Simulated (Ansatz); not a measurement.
# Co3Br: the cost of one run

Computed with Ansatz 0.2.0 (DFT PBE, scalar-relativistic, plane waves, PAW, unless a step's input says otherwise).

## Step 1: The structure to begin with

The structure is hexagonal, space group P6_3/mmc (No. 194). Conventional cell: a = 5.587 Å, b = 5.587 Å, c = 4.484 Å, α = 90.00°, β = 90.00°, γ = 120.00°. Co (site symmetry mm2) has 4 Br at 2.76 to 2.79 Å and 8 Co at 2.76 to 2.80 Å as nearest neighbours. Around Br (site symmetry -6m2) lie 12 Co at 2.76 to 2.79 Å.

As a file:

```
CELL_PARAMETERS angstrom
5.58662 0.00000 0.00000
-2.79331 4.83815 0.00000
0.00000 0.00000 4.48412
ATOMIC_POSITIONS crystal
Co 0.83300 0.66600 0.25000
Co 0.16700 0.83300 0.75000
Co 0.33400 0.16700 0.25000
Co 0.16700 0.33400 0.75000
Co 0.83300 0.16700 0.25000
Co 0.66600 0.83300 0.75000
Br 0.33333 0.66667 0.25000
Br 0.66667 0.33333 0.75000
```

(A quick probe on a coarse mesh, which set the mesh and smearing, is not shown.)

## Step 3: Coarse relaxation

input.yaml

```yaml
crystal:
  lattice:
    - [5.5866189916, 0.0, 0.0]
    - [-2.7933094958, 4.8381539679, 0.0]
    - [0.0, 0.0, 4.4841237131]
  atoms:
    - { symbol: Co, position: [0.833, 0.666, 0.25], spin: 2.07 }
    - { symbol: Co, position: [0.167, 0.833, 0.75], spin: 2.07 }
    - { symbol: Co, position: [0.334, 0.167, 0.25], spin: 2.07 }
    - { symbol: Co, position: [0.167, 0.334, 0.75], spin: 2.07 }
    - { symbol: Co, position: [0.833, 0.167, 0.25], spin: 2.07 }
    - { symbol: Co, position: [0.666, 0.833, 0.75], spin: 2.07 }
    - { symbol: Br, position: [0.3333333333, 0.6666666667, 0.25], spin: 0.14 }
    - { symbol: Br, position: [0.6666666667, 0.3333333333, 0.75], spin: 0.14 }
basis:
  ecutwfc: 420
kpoints:
  mp_grid: { grid: [6, 6, 4] }
hamiltonian:
  xc: pbe
scf:
  occupations: { method: gaussian, width: 0.1 }
  lower_state_search: "off"
output:
  forces: true
  stress: true
  eigenvalues: true
  populations: true
magnetization:
  spin_polarized: true
relax:
  adjacent_minimum: "off"
  f_tol: 0.04
  max_steps: 70
  cell: { stress_tol: 0.4 }
```

Command:

```
ansatz run input.yaml --threads 1 --pin off --max-ram 2560MiB --backend cpu --events-out ev --progress --plain --runs-dir out
```

What time and memory should one allow on 1 thread of Arm Neoverse V1, shared host?

About 10 min, with a peak of 0.62 GiB.
